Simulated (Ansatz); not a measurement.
# SnClF (SMILES [F][Sn][Cl]): a rigid scan of the bond length F1–Sn2

An exercise on one series of results from a longer session: the logs are not shown, and one member is left open.

Computed with Ansatz 0.2.0, Gaussian basis. Level: single points in def2-TZVPP.

Levels: PBE-D4, r2SCAN-D4, PBE0-D4, B3LYP-D4, wB97M-V, Hartree-Fock, MP2, CCSD, CCSD(T). The scan takes 1.703, 1.770, 1.869, 1.984, 2.112, 2.249, 2.395, 2.549, 2.709 Å.

Cores are frozen in the correlated methods. Filled d shells of the heavier atoms are correlated. Core potentials replace the inner electrons past krypton, and spin-orbit coupling is left out. B3LYP uses VWN-RPA correlation.

28 further runs of the same task are left out: 28 set aside as unsound or not needed.

**The starting structure**

The minimum, relaxed at PBE0-D4: 3 atoms, charge 0, spin multiplicity 1.

Atoms are counted from 1 here; the program's logs count them from 0.

Bond lengths: F1–Sn2 1.935 Å, Sn2–Cl3 2.360 Å. Angles: F1–Sn2–Cl3 96.9°.

Geometry (Å):

```mol
ClFSn
  3D, bonds by distance, orders not assigned

  3  2  0  0  0  0  0  0  0  0999 V2000
   -1.3896    0.2231   -0.7444 F   0  0
    0.1643    0.8981    0.1907 Sn  0  0
    1.2143   -1.1860    0.5405 Cl  0  0
  1  2  8  0
  2  3  8  0
M  END
```

Energies of the minimum (eV), from earlier single points: PBE-D4 -21067.94201, r2SCAN-D4 -21075.73840, PBE0-D4 -21068.91954, B3LYP-D4 -21078.03395, wB97M-V -21072.95303, CCSD(T) -21040.47089.

At the minimum the bond length F1–Sn2 is 1.935 Å.

Set-up of the first run:

ccsdt-tzvpp/in.yaml

```yaml
crystal:
  periodic: [false, false, false]
  atoms:
    - {symbol: F, position_ang: [-1.389567, 0.223137, -0.744432]}
    - {symbol: Sn, position_ang: [-0.022052, 0.817097, 0.078563]}
    - {symbol: Cl, position_ang: [1.027936, -1.266947, 0.428322]}
basis:
  gaussian: {orbitals: def2-TZVPP}
correlation: {method: ccsd_t}
```

The command line of these runs was not kept.

Steps of the session up to this table: F1–Sn2 = 1.703 Å; F1–Sn2 = 1.770 Å; F1–Sn2 = 1.869 Å; F1–Sn2 = 1.984 Å; F1–Sn2 = 2.112 Å; F1–Sn2 = 2.249 Å; F1–Sn2 = 2.395 Å; F1–Sn2 = 2.549 Å; F1–Sn2 = 2.709 Å.

One of the session's tables, all rows but one given; the rest of the session is left out.

Energies less that of the minimum at the same level (kcal/mol):

| bond length (Å) | PBE-D4 | PBE0-D4 | B3LYP-D4 | wB97M-V | Hartree-Fock |
| --- | --- | --- | --- | --- | --- |
| 1.703 | 23.9 | 20.3 | 22.6 | 20.5 | 17.2 |
| 1.770 | 11.5 | 9.0 | 10.6 | 9.1 | 6.7 |
| 1.869 | ? | ? | ? | ? | ? |
| 1.935 (minimum) | 0.0 | 0.0 | 0.0 | 0.0 | 0.0 |
| 1.984 | -0.1 | 0.5 | 0.1 | 0.6 | 1.2 |
| 2.112 | 3.4 | 5.7 | 4.4 | 5.9 | 8.1 |
| 2.249 | 10.9 | 14.6 | 12.5 | 15.1 | 18.5 |
| 2.395 | 20.5 | 25.5 | 22.8 | 26.5 | 30.8 |
| 2.549 | 30.9 | 37.3 | 33.9 | 38.7 | 43.6 |
| 2.709 | 41.4 | 48.9 | 45.0 | 50.9 | 56.2 |

Estimate the missing values for bond length (Å) = 1.869.

**Answer.** PBE-D4: 2.2; PBE0-D4: 1.2; B3LYP-D4: 1.8; wB97M-V: 1.2; Hartree-Fock: 0.3.

Limits of these values: A polynomial through the near points puts the CCSD(T) minimum 0.006 Å below the PBE0-D4 value.
